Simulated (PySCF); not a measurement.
**[GdCl4]−: other functionals and bases at one geometry**

The task here is to estimate one member of a computed series from the others.

The runs use PySCF 2.14.0; several levels, as the steps say, no spin–orbit coupling.

4 further runs of the same task are left out: 2 for a known fault of the program, 2 that didn't finish.

## Starting geometry

5 atoms, charge -1, spin multiplicity 1.

Bond lengths: Gd1–Cl2 2.566 Å, Gd1–Cl3 2.566 Å, Gd1–Cl4 2.566 Å, Gd1–Cl5 2.566 Å. Angles: Cl2–Gd1–Cl3 109.5°, Cl2–Gd1–Cl4 109.5°, Cl2–Gd1–Cl5 109.5°, Cl3–Gd1–Cl4 109.5°, Cl3–Gd1–Cl5 109.5°, Cl4–Gd1–Cl5 109.5°.

Geometry (Å):

```xyz
5

Gd    0.0000    0.0000    0.0000
Cl    1.4817    1.4817    1.4817
Cl   -1.4817   -1.4817    1.4817
Cl    1.4817   -1.4817   -1.4817
Cl   -1.4817    1.4817   -1.4817
```

Formal oxidation states: Gd +3. Each metal's 7 4f electrons lie in its core potential, so multiplicities, spins and levels count the valence alone. An earlier session relaxed this geometry at BP86, Gd lcecp-1-SVP with ECP53, Cl def2-SVP (singlet, point group Td).

At BP86 on the finer grid: E = -1876.822168 Eh, HOMO -3.17 eV, LUMO 2.81 eV, Mulliken charge on Gd1 +0.55 e, largest force component 0.004 eV/Å. 

Levels to run: BLYP; CAM-B3LYP; wB97X; HF; BP86, TZVP. Hardware: 2 threads of Arm Neoverse V1, shared host.

Set-up of the first run:

The input, run.py (the lines that set the calculation):

```python
mol = gto.M(atom='''
Gd     0.00000     0.00000     0.00000
Cl     1.48170     1.48170     1.48170
Cl    -1.48170    -1.48170     1.48170
Cl     1.48170    -1.48170    -1.48170
Cl    -1.48170     1.48170    -1.48170''',
    basis={'Gd': 'lcecp-1-SVP', 'Cl': 'def2-SVP'},
    ecp={'Gd': 'lcecp-1-SVP'},
    charge=-1, spin=0)
mf = dft.RKS(mol, xc='BLYP')
mf.grids.atom_grid = (75, 302)  # f atoms: unpruned, at least (60, 302)
mf = mf.density_fit()  # fitting sets: Gd AutoAux, Cl def2-universal-JKFIT
mf.conv_tol = 1e-08; mf.max_cycle = 55
mf.kernel(dm0)  # dm0: the density of the relaxed state
```

Run with:

```bash
$ OMP_NUM_THREADS=2 python run.py
```

Among the steps run: BLYP; CAM-B3LYP; wB97X; HF; BP86, TZVP.

One table of the session follows, with a row left open; its other results are not shown here.

```
              level  HOMO (eV)  gap (eV)  charge on Gd1 (e)  largest force component (eV/Å)
BP86 (relaxed here)      -3.17      5.98               0.55                            0.00
               BLYP      -2.81      5.67               0.49                            0.11
          CAM-B3LYP          ?         ?                  ?                               ?
              wB97X      -6.92     11.76               0.77                            0.02
                 HF      -7.82     12.98               1.17                            0.25
         BP86, TZVP      -3.51      5.97               1.18                            0.04
```

Q: Estimate the row for CAM-B3LYP from the others.

The run gave: HOMO (eV): -5.78; gap (eV): 9.72; charge on Gd1 (e): 0.69; largest force component (eV/Å): 0.03. In the column «HOMO (eV)» it lies between wB97X (-6.92) and BP86, TZVP (-3.51).

In one basis the HOMO–LUMO gap runs from 5.67 eV (BLYP) to 12.98 eV (HF). The largest leftover force, 0.25 eV/Å with HF, stands at a geometry relaxed at another level. With 4f in the core, its levels are missing from HOMO and gap, and its count is fixed, so no charge can pass from the ligands into it. Total energies of different levels can't be compared.
